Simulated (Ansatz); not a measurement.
# C₂H₅GaO: up Jacob's ladder to CCSD(T)

An exercise on one series of results from a longer session: the logs are not shown, and one member is left open.

Method: functionals in def2-TZVPP, the program's frozen cores in correlated methods; program: Ansatz 0.2.0, Gaussian basis.

Levels to be run: LDA (SPW92), PBE-D4, revPBE-D4, BLYP-D4, r2SCAN-D4, B97M-V, PBE0-D4, B3LYP-D4, r2SCANh-D4, r2SCAN0-D4, HSE06-D4, BHLYP-D4, CAM-B3LYP-D4, LC-ωPBE, ωB97X-V, ωB97M-V, B2PLYP, PBE-QIDH; CCSD(T)/def2-SVP; CCSD(T)/def2-TZVPP; MP2/def2-QZVPP; extrapolation to the limit; RPA on PBE.

## Structure used throughout

The geometry comes from an earlier relaxation with PBE0-D4 in a triple-zeta def2 set; it is a stationary point, not always the lowest conformer.

SMILES `[CH2]1O[CH2][GaH]1`, 9 atoms, charge 0, spin multiplicity 1.

Atoms are counted from 1 here; the program's logs count them from 0.

Bond lengths: C1–O2 1.431 Å, C1–Ga4 1.999 Å, C1–H5 1.097 Å, C1–H6 1.097 Å, O2–C3 1.431 Å, C3–Ga4 1.999 Å, C3–H7 1.097 Å, C3–H8 1.097 Å, Ga4–H9 1.564 Å. Angles: O2–C1–Ga4 90.1°, O2–C1–H5 110.9°, O2–C1–H6 110.9°, Ga4–C1–H5 117.8°, Ga4–C1–H6 117.9°, H5–C1–H6 107.9°, C1–O2–C3 108.7°, O2–C3–Ga4 90.1°, O2–C3–H7 110.9°, O2–C3–H8 110.9°, Ga4–C3–H7 117.9°, Ga4–C3–H8 117.8°, H7–C3–H8 107.9°, C1–Ga4–C3 71.1°, C1–Ga4–H9 144.4°, C3–Ga4–H9 144.4°.

The first run:

Input file in.yaml:

```yaml
crystal:
  periodic: [false, false, false]
  atoms:
    - {symbol: C, position_ang: [-0.265099, 0.981516, -0.668396]}
    - {symbol: O, position_ang: [0.827513, 0.076711, -0.854765]}
    - {symbol: C, position_ang: [0.762153, -0.935843, 0.154009]}
    - {symbol: Ga, position_ang: [-0.878051, -0.079875, 0.910541]}
    - {symbol: H, position_ang: [-0.911593, 1.001532, -1.553915]}
    - {symbol: H, position_ang: [0.097556, 2.001198, -0.492201]}
    - {symbol: H, position_ang: [1.670988, -0.935602, 0.767472]}
    - {symbol: H, position_ang: [0.659205, -1.930368, -0.296351]}
    - {symbol: H, position_ang: [-1.962682, -0.179277, 2.033607]}
basis:
  gaussian: {orbitals: def2-TZVPP}
hamiltonian: {xc: lda}
output: {orbitals: {seedname: orbitals}}
```

Launch:

```bash
> ansatz run in.yaml --threads 2 --pin off --events-out ev --progress --plain --max-ram 4352MiB
```

Among the steps run: LDA; PBE-D4 (GGA); revPBE-D4 (GGA); BLYP-D4 (GGA); r2SCAN-D4 (meta-GGA); B97M-V (meta-GGA); PBE0-D4 (hybrid); B3LYP-D4 (hybrid); r2SCANh-D4 (hybrid); r2SCAN0-D4 (hybrid); HSE06-D4 (hybrid); BHLYP-D4 (hybrid); CAM-B3LYP-D4 (range-separated); LC-ωPBE (range-separated); ωB97X-V (range-separated); ωB97M-V (range-separated); B2PLYP (double hybrid); PBE-QIDH (double hybrid).

One of the session's tables, all rows but one given; the rest of the session is left out.

It belongs to the step «Orbital energies across the functionals». 

```
  functional  HOMO (eV)  LUMO (eV)  gap (eV)
 LDA (SPW92)      -5.69      -2.52      3.17
      PBE-D4      -5.57      -2.26      3.31
   revPBE-D4      -5.52      -2.14      3.38
     BLYP-D4      -5.49      -2.23      3.26
   r2SCAN-D4      -5.86      -1.99      3.87
      B97M-V      -6.02      -2.19      3.82
     PBE0-D4          ?          ?         ?
    B3LYP-D4      -6.88      -1.76      5.12
  r2SCANh-D4      -6.44      -1.71      4.73
  r2SCAN0-D4      -7.31      -1.31      6.01
    HSE06-D4      -6.71      -1.83      4.88
    BHLYP-D4      -8.24      -0.74      7.50
CAM-B3LYP-D4      -8.53      -0.60      7.93
     LC-ωPBE      -9.80       0.60     10.41
     ωB97X-V      -9.49       0.45      9.94
     ωB97M-V      -9.37       0.20      9.57
```

Estimate the missing values for PBE0-D4.

As computed: HOMO (eV): -7.11; LUMO (eV): -1.46; gap (eV): 5.65. In the column «HOMO (eV)» it lies between r2SCAN0-D4 (-7.31) and B3LYP-D4 (-6.88).
